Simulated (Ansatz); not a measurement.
# C2H3AlF3N: ionisation energy by level of theory

One table from this session's results is given with a row withheld; the runs are named, their logs left out.

Computed with Ansatz 0.2.0, Gaussian basis. Level: unrestricted cation, the program's frozen cores in correlated methods.

Levels to be run: UKS PBE-D4/def2-TZVPP; UKS r2SCAN-D4/def2-TZVPP; UKS PBE0-D4/def2-TZVPP; UKS B3LYP-D4/def2-TZVPP; UKS wB97X-V/def2-TZVPP; UKS wB97M-V/def2-TZVPP; UKS B2PLYP/def2-TZVPP; UHF-CCSD(T)/def2-TZVPP; UHF-MP2/def2-QZVPP; extrapolation to the limit; then −ε(HOMO) from the neutral's earlier runs with LDA (SPW92), PBE-D4, revPBE-D4, BLYP-D4, r2SCAN-D4, B97M-V, PBE0-D4, B3LYP-D4, r2SCANh-D4, r2SCAN0-D4, HSE06-D4, BHLYP-D4, CAM-B3LYP-D4, LC-ωPBE, ωB97X-V, ωB97M-V.

**The relaxed structure**

The geometry comes from an earlier relaxation with PBE0-D4 in a triple-zeta def2 set; it is a stationary point, not always the lowest conformer.

10 atoms, charge 0, spin multiplicity 1.

Atoms are counted from 1 here; the program's logs count them from 0.

Bond lengths: C1–C2 1.440 Å, C1–H8 1.091 Å, C1–H9 1.091 Å, C1–H10 1.091 Å, C2–N3 1.141 Å, N3–Al4 1.976 Å, Al4–F5 1.653 Å, Al4–F6 1.653 Å, Al4–F7 1.653 Å. Angles: C2–C1–H8 109.5°, C2–C1–H9 109.5°, C2–C1–H10 109.5°, H8–C1–H9 109.5°, H8–C1–H10 109.5°, H9–C1–H10 109.5°, C1–C2–N3 180.0°, C2–N3–Al4 180.0°, N3–Al4–F5 100.7°, N3–Al4–F6 100.7°, N3–Al4–F7 100.7°, F5–Al4–F6 116.6°, F5–Al4–F7 116.6°, F6–Al4–F7 116.6°.

Set-up of the first run:

The input, in.yaml:

```yaml
crystal:
  periodic: [false, false, false]
  atoms:
    - {symbol: C, position_ang: [-0.166812, -1.192201, 1.853876]}
    - {symbol: C, position_ang: [-0.052286, -0.418203, 0.645413]}
    - {symbol: N, position_ang: [0.038248, 0.195229, -0.312485]}
    - {symbol: Al, position_ang: [0.194617, 1.257690, -1.971518]}
    - {symbol: F, position_ang: [1.834707, 1.269606, -2.176181]}
    - {symbol: F, position_ang: [-0.502340, 2.678391, -1.494129]}
    - {symbol: F, position_ang: [-0.675599, 0.321670, -3.019684]}
    - {symbol: H, position_ang: [-0.618850, -2.158720, 1.625299]}
    - {symbol: H, position_ang: [-0.793288, -0.657942, 2.570018]}
    - {symbol: H, position_ang: [0.824802, -1.346620, 2.282292]}
basis:
  gaussian: {orbitals: def2-TZVPP}
total_charge: 1
magnetization: {spin_polarized: true, initial_magnetization: 1}
hamiltonian: {xc: pbe, dispersion: d4}
```

Started as:

```
> ansatz run in.yaml --threads 2 --pin off --events-out ev --progress --plain --max-ram 32768MiB --backend cpu
```

Steps of the session up to this table: Cation, UKS PBE-D4/def2-TZVPP; Cation, UKS r2SCAN-D4/def2-TZVPP; Cation, UKS PBE0-D4/def2-TZVPP; Cation, UKS B3LYP-D4/def2-TZVPP; Cation, UKS wB97X-V/def2-TZVPP; Cation, UKS wB97M-V/def2-TZVPP; Cation, UKS B2PLYP (frozen core)/def2-TZVPP; Cation, UHF-CCSD(T)/def2-TZVPP; Cation, UHF-MP2/def2-QZVPP.

One table of the session follows, with a row left open; its other results are not shown here.

For comparison, −ε(HOMO) of the neutral from earlier runs:

```
  functional  −ε(HOMO) (eV)
 LDA (SPW92)           8.20
      PBE-D4           7.93
   revPBE-D4           7.84
     BLYP-D4           7.87
   r2SCAN-D4           8.41
      B97M-V           8.51
     PBE0-D4           9.99
    B3LYP-D4           9.68
  r2SCANh-D4           9.18
  r2SCAN0-D4          10.35
    HSE06-D4           9.57
    BHLYP-D4          12.05
CAM-B3LYP-D4              ?
     LC-ωPBE          12.87
     ωB97X-V          12.55
     ωB97M-V          12.53
```

**Question.** Estimate the row for CAM-B3LYP-D4.

As computed: −ε(HOMO) (eV): 11.58. In the column «−ε(HOMO) (eV)» it lies between r2SCAN0-D4 (10.35) and BHLYP-D4 (12.05).
